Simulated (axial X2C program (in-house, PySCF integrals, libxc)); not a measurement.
# All-electron X2C curves of BrGe

Aim: find the lowest determinant of BrGe, scan the bond at several levels and fit the constants, once spin-free and once with spin–orbit coupling.

Program: an in-house X2C program for linear molecules on PySCF integrals. Level of theory: all-electron X2C, Br dyall-cv3z, Ge dyall-cv3z. These are calculated values, not measurements.

## (1) The job

The input, task.json:

```json
{"zs": [35, 32], "q": 0, "bas": ["dyall-cv3z", "dyall-cv3z"], "levels": ["PBE0", "HF", "r2SCAN0"], "cc": true, "r0": 2.35, "thr": -1.0, "nmax": 90, "npts": 10, "nst": 2, "ntry": 6}
```

Keys: zs atomic numbers; q charge; bas basis sets; levels methods (HF also brings MP2); cc coupled cluster on or off; r0 starting distance in Å; thr threshold in hartree for freezing inner shells (an s shell follows its p shell); nmax most natural virtual spinors; npts points asked for on the curve; nst determinants followed; ntry starts of the search.

Command:

```
$ python so2c.py task.json out
```

Spin-free means the one-electron spin-free X2C Hamiltonian; two-component (2c) means X2C with spin–orbit coupling and atomic mean-field two-electron Coulomb and Gaunt terms. Basis: Br dyall-cv3z contracted to [8s9p6d4f1g], Ge dyall-cv3z contracted to [9s9p7d4f1g]; Gaussian nuclei, density fitting. Masses: Br 78.918 u, Ge 73.921 u.

Notation: σ, π±, δ± give the projection m of an orbital's angular momentum (0, ±1, ±2), α and β its spin, Λ and M_S the sums; ω is the projection of a spinor's total angular momentum and Ω the sum. Logs are in hartree.

The results follow Hamiltonian by Hamiltonian and level by level.

## (2) Which state to follow

Determinants are compared with PBE0 at 2.350 Å.

Spin-free determinants:

| ΔE (eV) | state | open shells |
| --- | --- | --- |
| 0.00 | M_S = 1/2, Λ = 1 | beyond closed shells: π+α |
| 2.64 | M_S = 1/2, Λ = 0 | beyond closed shells: σα |
| 3.24 | M_S = 3/2, Λ = 0 | beyond closed shells: σα, π+α, π-α |
| 3.95 | M_S = 1/2, Λ = 0 | beyond closed shells: σβ, π+α, π-α |
| 4.08 | M_S = 3/2, Λ = 1 | beyond closed shells: 2 × π+α, π+β, 2 × π-α |

Two-component determinants:

| ΔE (eV) | state | open shells |
| --- | --- | --- |
| 0.00 | Ω = 1/2 | excess of +ω over −ω: ω = 1/2 |
| 0.15 | Ω = 3/2 | excess of +ω over −ω: ω = 3/2 |
| 3.95 | Ω = 1/2 | excess of +ω over −ω: 2 × ω = -1/2, ω = 3/2 |
| 4.01 | Ω = 5/2 | excess of +ω over −ω: ω = -1/2, 2 × ω = 3/2 |
| 4.52 | Ω = 5/2 | excess of +ω over −ω: 2 × ω = 1/2, ω = 3/2 |
| 4.76 | Ω = 3/2 | excess of +ω over −ω: ω = 3/2 |
| 4.88 | Ω = 7/2 | excess of +ω over −ω: ω = 1/2, 2 × ω = 3/2 |

## (3) PBE0, spin-free

State followed: M_S = 1/2, Λ = 1 (beyond closed shells: π+α). The scan is laid around 2.329 Å, a first estimate of the minimum, and this SCF restarts from the orbitals of the search.

Output at 2.329 Å:

```text
spin-free X2C-1e  PBE0
basis functions 210  fitting functions 1191  grid points 5802
iter        total energy     max residual
   1      -4704.544410036     1.83e+00
   2      -4704.672844544     5.80e-03
   3      -4704.672852117     2.05e-03
   4      -4704.672916257     4.78e-04
   5      -4704.672917646     1.95e-04
   6      -4704.672917827     5.60e-05
   7      -4704.672917849     1.80e-05
   8      -4704.672917854     9.16e-06
converged
one-electron -7054.82463488  Coulomb 2268.32735866  exact exchange -42.41172807  xc functional -130.24157618  nuclear repulsion 254.47766262
```

Along the bond, energies from the lowest point:

| R (Å) | E (eV) | μ (D) | HOMO (eV) | LUMO (eV) | iterations |
| --- | --- | --- | --- | --- | --- |
| 2.026 | 0.8086 | -0.19 | -4.58 | -2.77 | 24 |
| 2.119 | 0.3284 | 0.36 | -4.77 | -2.95 | 15 |
| 2.189 | 0.1266 | 0.78 | -4.91 | -3.08 | 14 |
| 2.259 | 0.0253 | 1.20 | -5.05 | -3.21 | 13 |
| 2.329 | 0.0000 | 1.61 | -5.18 | -3.34 | 8 |
| 2.410 | 0.0423 | 2.10 | -5.34 | -3.48 | 14 |
| 2.492 | 0.1405 | 2.57 | -5.49 | -3.62 | 13 |
| 2.597 | 0.3225 | 3.17 | -5.67 | -3.79 | 13 |
| 2.725 | 0.5959 | 3.88 | -5.88 | -3.99 | 13 |
| 2.911 | 1.0359 | 4.84 | -6.15 | -4.26 | 15 |

Dipoles are positive if Ge is the positive end.

Outer orbitals at the reference distance:

| symmetry | occupied | ε (eV) | atomic character |
| --- | --- | --- | --- |
| δ+α | yes | -33.56 | 100% Ge d |
| δ-α | yes | -33.52 | 100% Ge d |
| σα | yes | -33.52 | 100% Ge d |
| π+α | yes | -33.50 | 100% Ge d |
| π-α | yes | -33.49 | 100% Ge d |
| σβ | yes | -33.48 | 100% Ge d |
| π+β | yes | -33.44 | 100% Ge d |
| π-β | yes | -33.44 | 100% Ge d |
| δ+β | yes | -33.43 | 100% Ge d |
| δ-β | yes | -33.43 | 100% Ge d |
| σα | yes | -22.16 | 81% Br s, 7% Ge p, 6% Ge s |
| σβ | yes | -22.09 | 82% Br s, 7% Ge p, 5% Ge s |
| σα | yes | -14.22 | 69% Ge s, 24% Br p, 5% Br s |
| σβ | yes | -13.41 | 63% Ge s, 29% Br p, 5% Br s |
| σα | yes | -8.98 | 52% Br p, 28% Ge p, 16% Ge s |
| π+α | yes | -8.95 | 84% Br p, 12% Ge p, 3% Ge d |
| π-α | yes | -8.77 | 86% Br p, 10% Ge p, 3% Ge d |
| π+β | yes | -8.70 | 89% Br p, 7% Ge p, 3% Ge d |
| π-β | yes | -8.70 | 89% Br p, 7% Ge p, 3% Ge d |
| σβ | yes | -8.68 | 47% Br p, 27% Ge p, 22% Ge s |
| π+α | yes | -5.18 | 85% Ge p, 11% Br p, 2% Br d |
| π-α | no | -3.34 | 87% Ge p, 9% Br p, 2% Br d |
| π+β | no | -2.41 | 89% Ge p, 7% Br p, 3% Br d |
| π-β | no | -2.41 | 89% Ge p, 7% Br p, 3% Br d |
| σα | no | -0.70 | 59% Ge p, 13% Br p, 13% Ge d |

PBE0 fields in the half plane through the axis: z from -2.4 to 4.5 Å across, distance from the axis 0.15 to 2.25 Å upwards; Br lies at z = 0 and Ge at z = 2.329 Å; the ELF is damped to zero where the density is low.

log10 density (e/bohr³). Ten even steps from '0' (-4.77 ) to '9' (1.44 ):
```
001112222222222222222110
011223333333333333332211
012233444443334444333221
112334455544444444443322
123344555555445555544332
123445666665555666554332
223455677766556777654432
223456689866567998655432
```

ELF. Ten even steps from ' ' (0.00 ) to '@' (0.85 ):
```
            ........        ..::======--..      
        ..::--====--::..  ..::==**####**==..    
      ..--++**####**==::....==**%%@@@@%%**--..  
    ..::++##%%@@@@%%##==::::++##%%@@@@@@%%++::  
    ..==**%%@@@@@@@@%%**==--==++**##@@@@%%**--..
    ::++##@@@@##**##%%%%++--::::::::**%%@@##==..
  ..--**%%@@++::==::++%%**::::++##--::##@@%%++..
  ..--**%%%%::%%::%%::%%##::==%%::%%::++%%%%++::
```

Re = 2.321 Å, ωe = 293.5 cm⁻¹, ωexe = 0.704 cm⁻¹, Be = 0.08195 cm⁻¹, De = 3.62 eV, μ = 1.57 D.

## (4) HF, spin-free

Output at 2.329 Å:

```text
spin-free X2C-1e  HF
basis functions 210  fitting functions 1191  grid points 5802
iter        total energy     max residual
   1      -4701.666525886     2.87e-01
   2      -4701.700386434     1.03e-02
   3      -4701.701534365     1.13e-02
   4      -4701.701817809     3.97e-03
   5      -4701.701846820     6.94e-04
   6      -4701.701854758     9.45e-04
   7      -4701.701856450     1.70e-04
   8      -4701.701857024     1.86e-04
   9      -4701.701857176     8.34e-05
  10      -4701.701857218     2.19e-05
  11      -4701.701857224     9.01e-06
  12      -4701.701857225     3.10e-06
  13      -4701.701857225     8.44e-07
converged
one-electron -7055.05795916  Coulomb 2268.70084116  exact exchange -169.82240185  xc functional 0.00000000  nuclear repulsion 254.47766262
```

Re = 2.346 Å, ωe = 285.9 cm⁻¹, ωexe = 0.689 cm⁻¹, Be = 0.08024 cm⁻¹, De = 2.23 eV, μ = 2.15 D.

## (5) r2SCAN0, spin-free

Output at 2.329 Å:

```text
spin-free X2C-1e  r2SCAN0
basis functions 210  fitting functions 1191  grid points 5802
iter        total energy     max residual
   1      -4705.124791733     9.66e-02
   2      -4705.127052648     3.36e-03
   3      -4705.127069582     6.08e-03
   4      -4705.127151785     5.44e-04
   5      -4705.127153390     2.24e-04
   6      -4705.127153823     1.77e-04
   7      -4705.127153888     5.28e-05
   8      -4705.127153924     2.18e-05
   9      -4705.127153926     7.03e-06
converged
one-electron -7055.23295576  Coulomb 2268.77868005  exact exchange -42.42503547  xc functional -130.72550537  nuclear repulsion 254.47766262
```

Re = 2.308 Å, ωe = 299.6 cm⁻¹, ωexe = 0.706 cm⁻¹, Be = 0.0829 cm⁻¹, De = 3.51 eV, μ = 1.51 D.

## (6) Correlated methods, spin-free

Correlated methods: 11 electrons correlated (frozen shells, counted by type: Br 3 s, 2 p, 1 d; Ge 3 s, 2 p, 1 d), 249 virtual spinors in MP2, 90 natural virtuals in coupled cluster.

Output of the correlated part at 2.329 Å:

```text
correlated 11  virtual 249  natural virtual 90  E(MP2) -0.236209932  MP2 remainder -0.007174850
iter   CCSD correlation   residual
   1     -0.246378447   1.13e-01
   2     -0.253291440   4.32e-02
   3     -0.254523972   1.72e-02
   4     -0.254554417   6.39e-03
   5     -0.254599420   1.96e-03
   6     -0.254600411   8.14e-04
   7     -0.254601122   2.87e-04
   8     -0.254603039   8.83e-05
   9     -0.254602240   2.90e-05
  10     -0.254602246   1.15e-05
(T) -0.011030835  T1 0.0219  D1 0.0353  max T2 0.074
```

T1 in the output is the amplitude norm over the root of the electron number; divide by √2 for the Lee–Taylor value.

MP2: Re = 2.328 Å, ωe = 296.3 cm⁻¹, Be = 0.08148 cm⁻¹, De = 3.51 eV.

CCSD: Re = 2.335 Å, ωe = 292.9 cm⁻¹, ωexe = 0.697 cm⁻¹, Be = 0.08103 cm⁻¹, De = 3.28 eV. T1 at Re = 0.016 (Lee–Taylor, the printed value over √2).

CCSD(T): Re = 2.337 Å, ωe = 291.9 cm⁻¹, ωexe = 0.701 cm⁻¹, Be = 0.08088 cm⁻¹, De = 3.41 eV. T1 at Re = 0.016 (Lee–Taylor, the printed value over √2).

## (7) The spin-free curves together

Energy (eV) of the followed determinant, spin-free, from each level's lowest point:

| R (Å) | PBE0 | HF | MP2 | CCSD | CCSD(T) | r2SCAN0 |
| --- | --- | --- | --- | --- | --- | --- |
| 2.026 | 0.809 | 0.934 | 0.870 | n/a | n/a | 0.752 |
| 2.119 | 0.328 | 0.405 | 0.361 | 0.378 | 0.384 | 0.291 |
| 2.189 | 0.127 | 0.174 | 0.144 | 0.155 | 0.159 | 0.102 |
| 2.259 | 0.025 | 0.047 | 0.032 | 0.038 | 0.040 | 0.014 |
| 2.329 | 0.000 | 0.000 | 0.000 | 0.000 | 0.000 | 0.000 |
| 2.410 | 0.042 | 0.020 | 0.037 | 0.031 | 0.029 | 0.055 |
| 2.492 | 0.141 | 0.099 | 0.134 | 0.121 | 0.117 | 0.165 |
| 2.597 | 0.322 | 0.260 | 0.316 | 0.296 | 0.290 | 0.361 |
| 2.725 | 0.596 | 0.513 | 0.595 | n/a | n/a | 0.649 |
| 2.911 | 1.036 | 0.932 | 1.050 | n/a | n/a | 1.108 |

## (8) PBE0, 2c

State followed: Ω = 1/2 (excess of +ω over −ω: ω = 1/2). The scan is laid around 2.329 Å, a first estimate of the minimum, and this SCF restarts from the orbitals of the search.

Output at 2.329 Å:

```text
two-component X2C + atomic mean field  PBE0
basis functions 210  fitting functions 1191  grid points 5802
iter        total energy     max residual
   1      -4702.972408424     1.55e+00
   2      -4703.101113460     4.92e-03
   3      -4703.101121162     2.03e-03
   4      -4703.101183629     4.67e-04
   5      -4703.101184987     1.90e-04
   6      -4703.101185165     5.46e-05
   7      -4703.101185187     1.76e-05
   8      -4703.101185192     8.25e-06
converged
one-electron -7050.79926743  Coulomb 2267.52079483  exact exchange -42.39515345  xc functional -130.19088401  nuclear repulsion 254.47766262  atomic mean-field constant -1.71433774
```

Along the bond, energies from the lowest point:

| R (Å) | E (eV) | μ (D) | HOMO (eV) | LUMO (eV) | iterations |
| --- | --- | --- | --- | --- | --- |
| 2.026 | 0.8136 | -0.20 | -4.64 | -2.68 | 24 |
| 2.119 | 0.3315 | 0.35 | -4.83 | -2.86 | 15 |
| 2.189 | 0.1285 | 0.76 | -4.97 | -2.99 | 14 |
| 2.259 | 0.0262 | 1.18 | -5.11 | -3.12 | 13 |
| 2.329 | 0.0000 | 1.60 | -5.24 | -3.24 | 8 |
| 2.410 | 0.0413 | 2.08 | -5.39 | -3.39 | 15 |
| 2.492 | 0.1387 | 2.55 | -5.54 | -3.53 | 13 |
| 2.597 | 0.3195 | 3.15 | -5.72 | -3.70 | 14 |
| 2.725 | 0.5914 | 3.85 | -5.93 | -3.90 | 14 |
| 2.911 | 1.0291 | 4.81 | -6.21 | -4.16 | 16 |

Dipoles are positive if Ge is the positive end.

Outer spinors at the reference distance:

| ω | occupied | ε (eV) | atomic character | λ mixture |
| --- | --- | --- | --- | --- |
| 3/2 | yes | -33.83 | 100% Ge d | 86% δ, 14% π |
| 1/2 | yes | -33.79 | 100% Ge d | 62% π, 38% σ |
| -1/2 | yes | -33.76 | 100% Ge d | 52% π, 48% σ |
| -3/2 | yes | -33.73 | 100% Ge d | 76% δ, 24% π |
| -5/2 | yes | -33.27 | 100% Ge d | 100% δ |
| 1/2 | yes | -33.24 | 100% Ge d | 62% σ, 38% π |
| -1/2 | yes | -33.23 | 100% Ge d | 52% σ, 48% π |
| -3/2 | yes | -33.22 | 100% Ge d | 76% π, 24% δ |
| 3/2 | yes | -33.20 | 100% Ge d | 86% π, 14% δ |
| 5/2 | yes | -33.17 | 100% Ge d | 100% δ |
| -1/2 | yes | -22.16 | 81% Br s, 7% Ge p, 6% Ge s | 100% σ |
| 1/2 | yes | -22.10 | 82% Br s, 7% Ge p, 5% Ge s | 100% σ |
| -1/2 | yes | -14.21 | 68% Ge s, 24% Br p, 5% Br s | 100% σ |
| 1/2 | yes | -13.39 | 63% Ge s, 30% Br p, 5% Br s | 100% σ |
| 1/2 | yes | -9.14 | 82% Br p, 12% Ge p, 3% Ge d | 90% π, 10% σ |
| -1/2 | yes | -9.10 | 65% Br p, 20% Ge p, 12% Ge s | 66% σ, 34% π |
| -1/2 | yes | -8.73 | 76% Br p, 15% Ge p, 5% Ge s | 66% π, 34% σ |
| 1/2 | yes | -8.63 | 50% Br p, 27% Ge p, 20% Ge s | 90% σ, 10% π |
| -3/2 | yes | -8.62 | 86% Br p, 10% Ge p, 3% Ge d | 100% π |
| 3/2 | yes | -8.54 | 88% Br p, 7% Ge p, 3% Ge d | 100% π |
| 1/2 | yes | -5.24 | 85% Ge p, 11% Br p, 2% Br d | 100% π |
| -3/2 | no | -3.24 | 86% Ge p, 10% Br p, 3% Br d | 100% π |
| -1/2 | no | -2.45 | 90% Ge p, 6% Br p, 3% Br d | 100% π |
| 3/2 | no | -2.32 | 89% Ge p, 7% Br p, 3% Br d | 100% π |
| -1/2 | no | -0.68 | 59% Ge p, 13% Br p, 13% Ge d | 100% σ |

PBE0 fields in the half plane through the axis: z from -2.4 to 4.5 Å across, distance from the axis 0.15 to 2.25 Å upwards; Br lies at z = 0 and Ge at z = 2.329 Å; the ELF is damped to zero where the density is low.

log10 density (e/bohr³). Ten even steps from '0' (-4.77 ) to '9' (1.44 ):
```
001112222222222222222110
011223333333333333332211
012233444443334444333221
112334455544444444443322
123344555555445555544332
123445666665555666554332
223455677766556777654432
223456689866567998655432
```

ELF. Ten even steps from '0' (0.00 ) to '9' (0.85 ):
```
000000111100001244431000
000012344321012467764100
000135677642114689986310
001257899874225789998520
001468999986434567998631
002589976788532222689741
013689524258622573279851
013688282828714828258852
```

Re = 2.322 Å, ωe = 293.1 cm⁻¹, ωexe = 0.708 cm⁻¹, Be = 0.08188 cm⁻¹, De = 3.59 eV, μ = 1.56 D.

## (9) HF, 2c

Output at 2.329 Å:

```text
two-component X2C + atomic mean field  HF
basis functions 210  fitting functions 1191  grid points 5802
iter        total energy     max residual
   1      -4700.095761530     2.87e-01
   2      -4700.129581712     1.03e-02
   3      -4700.130730019     1.13e-02
   4      -4700.131013737     3.98e-03
   5      -4700.131043209     6.91e-04
   6      -4700.131051302     9.53e-04
   7      -4700.131053014     1.63e-04
   8      -4700.131053593     1.86e-04
   9      -4700.131053746     8.38e-05
  10      -4700.131053789     2.16e-05
  11      -4700.131053795     8.92e-06
  12      -4700.131053795     3.15e-06
  13      -4700.131053795     7.75e-07
converged
one-electron -7051.02921254  Coulomb 2267.89069102  exact exchange -169.75585715  xc functional 0.00000000  nuclear repulsion 254.47766262  atomic mean-field constant -1.71433774
```

Re = 2.347 Å, ωe = 285.7 cm⁻¹, ωexe = 0.693 cm⁻¹, Be = 0.08019 cm⁻¹, De = 2.12 eV, μ = 2.15 D.

## (10) r2SCAN0, 2c

Output at 2.329 Å:

```text
two-component X2C + atomic mean field  r2SCAN0
basis functions 210  fitting functions 1191  grid points 5802
iter        total energy     max residual
   1      -4703.552188718     9.64e-02
   2      -4703.554456010     3.34e-03
   3      -4703.554472922     6.05e-03
   4      -4703.554554986     5.49e-04
   5      -4703.554556611     1.78e-04
   6      -4703.554557049     1.79e-04
   7      -4703.554557115     4.99e-05
   8      -4703.554557151     2.21e-05
   9      -4703.554557153     7.06e-06
converged
one-electron -7051.20587674  Coulomb 2267.97033387  exact exchange -42.40843520  xc functional -130.67390396  nuclear repulsion 254.47766262  atomic mean-field constant -1.71433774
```

Re = 2.309 Å, ωe = 299.3 cm⁻¹, ωexe = 0.708 cm⁻¹, Be = 0.08283 cm⁻¹, De = 3.54 eV, μ = 1.50 D.

## (11) MP2 and beyond, 2c

Correlated methods: 11 electrons correlated (frozen shells, counted by type: Br 3 s, 2 p, 1 d; Ge 3 s, 2 p, 1 d), 249 virtual spinors in MP2, 90 natural virtuals in coupled cluster.

Output of the correlated part at 2.329 Å:

```text
correlated 11  virtual 249  natural virtual 90  E(MP2) -0.236095994  MP2 remainder -0.007173628
iter   CCSD correlation   residual
   1     -0.246236519   1.13e-01
   2     -0.253118973   4.29e-02
   3     -0.254336730   1.70e-02
   4     -0.254365938   6.29e-03
   5     -0.254410341   1.94e-03
   6     -0.254411332   8.05e-04
   7     -0.254412138   2.87e-04
   8     -0.254413992   9.69e-05
   9     -0.254413146   4.23e-05
  10     -0.254413206   2.51e-05
  11     -0.254412982   1.33e-05
  12     -0.254413060   6.02e-06
  13     -0.254413070   2.46e-06
(T) -0.011014479  T1 0.0219  D1 0.0353  max T2 0.064
```

MP2: Re = 2.329 Å, ωe = 296.1 cm⁻¹, Be = 0.08143 cm⁻¹, De = 3.43 eV.

CCSD: Re = 2.335 Å, ωe = 292.7 cm⁻¹, ωexe = 0.7 cm⁻¹, Be = 0.08098 cm⁻¹, De = 3.19 eV. T1 at Re = 0.016 (Lee–Taylor, the printed value over √2).

CCSD(T): Re = 2.338 Å, ωe = 291.7 cm⁻¹, ωexe = 0.703 cm⁻¹, Be = 0.08083 cm⁻¹, De = 3.33 eV. T1 at Re = 0.016 (Lee–Taylor, the printed value over √2).

## (12) A higher determinant, 2c

State: Ω = 3/2 (excess of +ω over −ω: ω = 3/2).

Output at the reference distance:

```text
two-component X2C + atomic mean field  PBE0
basis functions 210  fitting functions 1191  grid points 5802
iter        total energy     max residual
   1      -4702.966829081     1.55e+00
   2      -4703.095546745     4.92e-03
   3      -4703.095554904     2.03e-03
   4      -4703.095617973     4.71e-04
   5      -4703.095619298     1.89e-04
   6      -4703.095619473     5.33e-05
   7      -4703.095619495     1.77e-05
   8      -4703.095619501     8.23e-06
converged
one-electron -7050.69671198  Coulomb 2267.42167207  exact exchange -42.39470797  xc functional -130.18919650  nuclear repulsion 254.47766262  atomic mean-field constant -1.71433774
```

| R (Å) | E above the lowest PBE0 point (eV) |
| --- | --- |
| 2.026 | 0.968 |
| 2.119 | 0.485 |
| 2.189 | 0.281 |
| 2.259 | 0.178 |
| 2.329 | 0.151 |
| 2.410 | 0.192 |
| 2.492 | 0.289 |
| 2.597 | 0.469 |
| 2.725 | 0.740 |

Re = 2.323 Å, ωe = 292.7 cm⁻¹, ωexe = 0.705 cm⁻¹, Be = 0.08182 cm⁻¹, μ = 1.56 D. Te = 0.15 eV.

## (13) The 2c curves together

Energy (eV) of the followed determinant, 2c, from each level's lowest point:

| R (Å) | PBE0 | HF | MP2 | CCSD | CCSD(T) | r2SCAN0 |
| --- | --- | --- | --- | --- | --- | --- |
| 2.026 | 0.814 | 0.938 | 0.874 | n/a | n/a | 0.757 |
| 2.119 | 0.331 | 0.408 | 0.363 | 0.381 | 0.387 | 0.294 |
| 2.189 | 0.129 | 0.175 | 0.146 | 0.157 | 0.161 | 0.104 |
| 2.259 | 0.026 | 0.048 | 0.033 | 0.039 | 0.040 | 0.014 |
| 2.329 | 0.000 | 0.000 | 0.000 | 0.000 | 0.000 | 0.000 |
| 2.410 | 0.041 | 0.019 | 0.037 | 0.030 | 0.028 | 0.054 |
| 2.492 | 0.139 | 0.098 | 0.132 | 0.120 | 0.116 | 0.163 |
| 2.597 | 0.319 | 0.258 | 0.314 | 0.294 | 0.288 | 0.358 |
| 2.725 | 0.591 | 0.510 | 0.592 | n/a | n/a | 0.645 |
| 2.911 | 1.029 | 0.927 | 1.046 | n/a | n/a | 1.102 |

The whole job took 2.8 min on 1 thread of AMD EPYC 7B13 (Zen 3), shared host; peak memory 0.74 GiB.

## (14) What came out

Lowest determinant that the search found at its distance, spin-free: M_S = 1/2, Λ = 1 (beyond closed shells: π+α).

Lowest determinant that the search found at its distance, 2c: Ω = 1/2 (excess of +ω over −ω: ω = 1/2).

| Hamiltonian | level | Re (Å) | ωe (cm⁻¹) | De (eV) | μ (D) |
| --- | --- | --- | --- | --- | --- |
| spin-free | PBE0 | 2.321 | 293.5 | 3.62 | 1.57 |
| spin-free | HF | 2.346 | 285.9 | 2.23 | 2.15 |
| spin-free | MP2 | 2.328 | 296.3 | 3.51 | n/a |
| spin-free | CCSD | 2.335 | 292.9 | 3.28 | n/a |
| spin-free | CCSD(T) | 2.337 | 291.9 | 3.41 | n/a |
| spin-free | r2SCAN0 | 2.308 | 299.6 | 3.51 | 1.51 |
| 2c | PBE0 | 2.322 | 293.1 | 3.59 | 1.56 |
| 2c | HF | 2.347 | 285.7 | 2.12 | 2.15 |
| 2c | MP2 | 2.329 | 296.1 | 3.43 | n/a |
| 2c | CCSD | 2.335 | 292.7 | 3.19 | n/a |
| 2c | CCSD(T) | 2.338 | 291.7 | 3.33 | n/a |
| 2c | r2SCAN0 | 2.309 | 299.3 | 3.54 | 1.50 |

Dipoles are positive if Ge is the positive end.

Time per point (s) on 1 thread of AMD EPYC 7B13 (Zen 3), shared host (2c runs; CCSD comes with the CCSD(T) run); the times are rough: PBE0 1.1, HF 0.83, MP2 0.99, CCSD(T) 5, r2SCAN0 1.5.

In words: At CCSD(T), going from spin-free to two-component changes Re by +1 mÅ, ωe by -0.1 %, which is small (part of it comes from the scalar share of the two-electron terms). De moves by -0.08 eV; both De rest on single-determinant atoms, which can miss part of an open shell's spin–orbit lowering.

De refers to Br + Ge, each in the lowest determinant found, which need not be this curve's own limit. The state is a single determinant with fixed occupations, the lowest that a limited PBE0 search found. De is counted from the lowest determinant-based energies of the atoms at the same level, without counterpoise correction. Density functionals use the spin component along the axis (collinear). CCSD and (T) use frozen natural virtuals with an MP2 correction for the truncation. The meta-GGAs lack a current-density term, which matters for open shells with orbital currents, atoms included. With the outer-core shells frozen, correlated bond lengths of heavy atoms tend to come out a few hundredths of an ångström too long.
